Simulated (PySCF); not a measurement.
# AsNH2: structure of the singlet

Aim: relax AsNH2 as a singlet from a PBE0 minimum start, check by its vibrations whether the end is a minimum, and collect its spectrum and constants.

Method: PBE0, basis As def2-TZVP, N def2-TZVP, H def2-TZVP, no relativity, density fitting; program: PySCF 2.14.0.

**1. The system as given**

4 atoms, charge 0, spin multiplicity 1.

Bond lengths: As1–N2 1.638 Å, As1–H3 1.521 Å, As1–H4 1.521 Å. Angles: N2–As1–H3 127.9°, N2–As1–H4 127.9°, H3–As1–H4 104.3°.

Z-matrix (Å, degrees; charge 0 multiplicity 1):
```
As
N  1 1.6376
H  1 1.5206 2 127.86
H  1 1.5206 2 127.86 3 180.00
```

**2. Finding the electronic state**

One driver script runs all steps and calls PySCF; scf.py shows how it sets up the SCF of each step. The optimiser is the driver's own. After this first run the driver tries any further starts and a stability analysis.

The input, scf.py:

```python
from pyscf import gto, scf, dft
mol = gto.M(atom='''
As     0.000000     0.000000    -0.231474
N     -0.000000    -0.000000     1.406127
H      1.200515    -0.000000    -1.164744
H     -1.200515     0.000000    -1.164744''',
    basis={'As': 'def2-TZVP', 'N': 'def2-TZVP', 'H': 'def2-TZVP'},
    charge=0, spin=0)
mf = dft.RKS(mol, xc='PBE0')
mf.grids.atom_grid = (50, 194)
aux = {'As': 'def2-universal-JKFIT', 'N': 'def2-universal-JKFIT', 'H': 'def2-universal-JKFIT'}
mf = mf.density_fit(auxbasis=aux)
mf.conv_tol = 1e-08
mf.diis_space = 10
mf.max_cycle = 60
mf.init_guess = 'minao'
mf.verbose = 4
mf.kernel()
```

On the command line:

```sh
OMP_NUM_THREADS=2 python axn.py task.json out
```

The runs that follow: Relaxing the singlet from the PBE0 minimum start; Frequencies.

Before running it: what results should come out? Wanted: minimum; geometry; wavenumbers; dipole moment; highest occupied, lowest empty level; polar-tensor charge of As1; zero-point energy; atomisation energy.

The runs gave:

```
                                 quantity                                                               value
                                  minimum                                                        singlet, C2v
                                 geometry  As–H 1.521 Å (×2), As–N 1.638 Å; H–As–H 104.3°, H–As–N 127.9° (×2)
                       wavenumbers (cm⁻¹)      342 (b1), 577 (b2), 1004 (a1), 1037 (a1), 2164 (b2), 2172 (a1)
                            dipole moment                                                              4.12 D
     highest occupied, lowest empty level                                                     -6.90, -2.62 eV
               polar-tensor charge of As1                                                             +0.55 e
                        zero-point energy                                                         43.6 kJ/mol
                      entropy at 298.15 K                                                     249.9 J/(mol K)
atomisation energy (no zero-point energy)                                                          737 kJ/mol
```

In words: The PBE0 minimum start keeps its C2v symmetry and ends in a minimum. In the infrared the band at 2164 cm⁻¹ (b2, stretch) leads. Other starts or spin states, not run here, may lie lower.
